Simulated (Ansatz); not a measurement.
# Si2Se: a trial structure relaxed

Where does this trial cell of Si2Se go when cell and atoms are let free?

Computed with Ansatz 0.2.0 (DFT PBE, scalar-relativistic, plane waves, PAW, unless a step's input says otherwise).

## (1) The structure to begin with

The structure is cubic, space group Pn-3m (No. 224). Conventional cell: a = 4.874 Å, b = 4.874 Å, c = 4.874 Å, α = 90.00°, β = 90.00°, γ = 90.00°. Si (site symmetry -3m) has 2 Se at 2.11 Å as nearest neighbours. Around Se (site symmetry -43m) lie 4 Si at 2.11 Å.

Coordinates:

```cif
data_structure
_symmetry_space_group_name_H-M 'Pn-3m:1'
_symmetry_Int_Tables_number 224
_cell_length_a 4.8740
_cell_length_b 4.8740
_cell_length_c 4.8740
_cell_angle_alpha 90.000
_cell_angle_beta 90.000
_cell_angle_gamma 90.000
_cell_volume 115.78
loop_
_atom_site_label
_atom_site_type_symbol
_atom_site_symmetry_multiplicity
_atom_site_Wyckoff_symbol
_atom_site_fract_x
_atom_site_fract_y
_atom_site_fract_z
_atom_site_occupancy
Si1 Si 4 c 0.75000 0.75000 0.75000 1
Se1 Se 2 a 0.00000 0.00000 0.00000 1
```

A structure generator made this guess: random cell by space group and Wyckoff sites (Pn-3m, No. 224). Its size is a rough estimate.

## (2) A first look at the guess

input.yaml reads:

```yaml
crystal:
  lattice:
    - [4.87396115, 0.0, 0.0]
    - [0.0, 4.87396115, 0.0]
    - [0.0, 0.0, 4.87396115]
  atoms:
    - { symbol: Si, position: [0.75, 0.75, 0.75] }
    - { symbol: Si, position: [0.25, 0.25, 0.75] }
    - { symbol: Si, position: [0.25, 0.75, 0.25] }
    - { symbol: Si, position: [0.75, 0.25, 0.25] }
    - { symbol: Se, position: [0.0, 0.0, 0.0] }
    - { symbol: Se, position: [0.5, 0.5, 0.5] }
basis:
  ecutwfc: 420
kpoints:
  mp_grid: { grid: [4, 4, 4] }
hamiltonian:
  xc: pbe
scf:
  occupations: { method: gaussian, width: 0.1 }
  lower_state_search: "off"
output:
  forces: true
  stress: true
  eigenvalues: true
```

Run with:

```sh
$ ansatz run input.yaml --threads 1 --pin off --max-ram 2560MiB --backend cpu --events-out ev --progress --plain --runs-dir out
```

The session goes on with these runs: coarse relaxation; relaxation on the finer mesh.

Before running it: what results should come out? Wanted: conventional cell; volume; energy over the elements; gap on the mesh.

The runs gave:

| quantity | value |
| --- | --- |
| symmetry at the end (tolerance 0.05 Å) | space group Pn-3m (No. 224) |
| conventional cell | a = 5.656 Å, b = 5.656 Å, c = 5.656 Å, α = 90.00°, β = 90.00°, γ = 90.00° |
| volume | 30.16 Å³/atom |
| energy over the elements | +1.26 eV/atom |
| gap on the mesh | none (metal) |

**Reading.** The space group Pn-3m (No. 224) is kept, and the volume per atom grows by 56.3 % from the first guess. The formation energy is positive, so the separate elements lie lower. No finished test with a distortion of lower symmetry is shown, so the end may be a saddle point. The final runs have no spin polarisation, so no magnetic state was tried and one may lie lower.
